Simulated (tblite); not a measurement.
# As26H14: the cost of one run

Computed with tblite 0.8.0 and PySCF 2.14.0 and routines of our own; the level stands in each step. Atoms count from 0.

## (1) The system as given

40 atoms, charge 0, multiplicity 1; geometry from: force field, distance geometry or constructed start.

## (2) Optimising the geometry with GFN2-xTB

The job: settings as JSON, then the geometry in Å.

```
{"job": {"kind": "relax", "xc": "GFN2-xTB", "basis": "xTB"}, "charge": 0, "multiplicity": 1}
As     0.363600     1.189200    -0.701600
As    -1.438200     2.229200     0.693100
As    -3.223500     1.188700    -0.699000
As    -3.229400    -0.875900     0.693800
As    -1.436000    -1.917100    -0.696600
As     0.355400    -0.880800     0.697400
As    -5.022400    -1.914200    -0.703300
As    -5.019100    -3.984400     0.701500
As    -3.226000    -5.024800    -0.700400
As    -1.437800    -3.987900     0.701600
As     3.944100     1.189800    -0.702100
As     2.150000     2.224600     0.700000
As     2.149100    -1.915200    -0.695000
As     3.948400    -0.880900     0.697300
As     3.944000     7.409800    -0.699800
As     2.150600     8.440900     0.706300
As     0.359100     7.406600    -0.699100
As     0.357600     5.330000     0.699000
As     2.151900     4.299600    -0.697500
As     3.949000     5.334300     0.702700
As     0.356400    -5.018900    -0.698500
As    -3.229600    -7.092500     0.699800
As    -1.431600    -8.125000    -0.693400
As     0.354500    -7.098300     0.698500
As    -1.434500     4.300400    -0.699100
As     2.146400    -3.988000     0.702500
H     -4.318600     1.822900     0.150500
H     -6.113700    -1.285600     0.152400
H     -6.112500    -4.616400    -0.153200
H      5.037900     1.821000     0.154600
H      5.040400    -1.509300    -0.152300
H      5.034900     8.035600     0.151400
H      2.151500     9.699700    -0.153100
H     -0.729700     8.033000     0.154900
H      5.038000     4.705600    -0.154500
H     -4.318800    -7.721400    -0.154100
H     -1.435800    -9.388800     0.147100
H      1.450200    -7.721100    -0.153800
H     -2.524500     4.923600     0.151100
H      3.238300    -4.613400    -0.150000
```

Command:

```bash
> OMP_NUM_THREADS=4 python large_run.py task.json out
```

One launch serves the whole session: the jobs run in the order shown.

**Question.** How long does this first job take on 4 threads of Arm Neoverse V2, shared host, and how much memory does it need?

About 14 s, with a peak of 0.17 GiB.
